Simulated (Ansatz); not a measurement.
# TiOs: the cost of one run

Computed with Ansatz 0.2.0 (DFT r2SCAN, scalar-relativistic, plane waves, PAW, unless a step's input says otherwise).

1 further run of the same task is left out (set aside as unsound or not needed).

**1. The system as given**

Symmetry: Pm-3m, No. 221, cubic system. Conventional cell: a = 3.081 Å, b = 3.081 Å, c = 3.081 Å, α = 90.00°, β = 90.00°, γ = 90.00°. Ti (site symmetry m-3m) has 8 Os at 2.67 Å as nearest neighbours. Os (site symmetry m-3m) is surrounded by 8 Ti at 2.67 Å.

Structure file:

```cif
data_structure
_symmetry_space_group_name_H-M 'P 1'
_symmetry_Int_Tables_number 1
_cell_length_a 3.0809
_cell_length_b 3.0809
_cell_length_c 3.0809
_cell_angle_alpha 90.000
_cell_angle_beta 90.000
_cell_angle_gamma 90.000
_cell_volume 29.24
loop_
_atom_site_label
_atom_site_type_symbol
_atom_site_fract_x
_atom_site_fract_y
_atom_site_fract_z
_atom_site_occupancy
Ti1 Ti 0.50000 0.50000 0.50000 1
Os1 Os 0.00000 0.00000 0.00000 1
```

It is the result of an earlier relaxation at this level (volume 14.62 Å³/atom; gap on the mesh: none (metal)).

**2. Bands, states and charges**

Input file input.yaml:

```yaml
crystal:
  lattice:
    - [3.0809222874, 0.0, 0.0]
    - [0.0, 3.0809222874, 0.0]
    - [0.0, 0.0, 3.0809222874]
  atoms:
    - { symbol: Ti, position: [0.5, 0.5, 0.5] }
    - { symbol: Os, position: [0.0, 0.0, 0.0] }
basis:
  ecutwfc: 500
kpoints:
  mp_grid: { grid: [14, 14, 14] }
  band_path:
    path:
      - [[0.0, 0.0, 0.0], [0.0, 0.5, 0.0], [0.5, 0.5, 0.0], [0.0, 0.0, 0.0], [0.5, 0.5, 0.5], [0.0, 0.5, 0.0]]
      - [[0.5, 0.5, 0.5], [0.5, 0.5, 0.0]]
    npoints: 14
hamiltonian:
  xc: r2scan
scf:
  occupations: { method: gaussian, width: 0.1 }
  n_extra_bands: 6
output:
  forces: true
  stress: true
  eigenvalues: true
  populations: true
  dos: { projected: true, de: 0.02, nscf_kmesh: { grid: [21, 21, 21] } }
  bader: true
  write_density: true
  write_potential: true
  elf: true
  volumetric_format: npy
```

Launch:

```bash
$ ansatz run input.yaml --threads 1 --pin off --max-ram 2560MiB --backend cpu --events-out ev --progress --plain --runs-dir out
```

What time and memory should one allow on 1 thread of Intel Xeon Platinum 8488C (Sapphire Rapids), shared host?

About 22 s, with a peak of 0.5 GiB.
